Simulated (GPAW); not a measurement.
GaGe:

```xyz
2
Lattice="0.0000 2.8978 2.8978 2.8978 0.0000 2.8978 2.8978 2.8978 0.0000" Properties=species:S:1:pos:R:3 pbc="T T T"
Ge    0.0000    0.0000    0.0000
Ga    1.4489    1.4489    1.4489
```

The cell comes from a database or a generator and needn't be the stable form of this composition.

```yaml
Program: GPAW 26.7.0
Task: relaxation of cell and atoms
Functional: PBEsol
Dispersion: D4
Potentials_or_basis: PAW data sets generated in the run's folder for this functional
Cutoff: 600 eV
Basis: pw
k_mesh: 8 × 8 × 8
Occupations: fermi-dirac, width 0.05 eV
Spin: no spin polarisation
```

At the start: pressure -2.9 GPa; volume 24.33 Å³/atom.

**Question.** How do energy, volume and symmetry change on relaxing?

**Answer.** Over 4 steps the energy falls by 12.6 meV/atom and the volume is 23.02 Å³/atom (-5.4 %); space group F-43m (No. 216, to 0.05 Å).

The path:
| step | energy change (eV) | largest force (eV/Å) | pressure (GPa) | volume (Å³) |
| --- | --- | --- | --- | --- |
| 1 | 0.0000 | 0.0000 | -2.93 | 48.67 |
| 2 | -0.0078 | 0.0000 | -2.49 | 48.21 |
| 3 | -0.0251 | 0.0000 | 0.24 | 45.84 |
| 4 | -0.0253 | 0.0000 | -0.01 | 46.03 |

Final structure:
```
CELL_PARAMETERS angstrom
0.00000 2.84455 2.84455
2.84455 0.00000 2.84455
2.84455 2.84455 0.00000
ATOMIC_POSITIONS crystal
Ge 0.00000 0.00000 0.00000
Ga 0.25000 0.25000 0.25000
```

Caveat: later steps reuse the first step's grids; pairwise dispersion overbinds metals, which lowers pressure and volume.
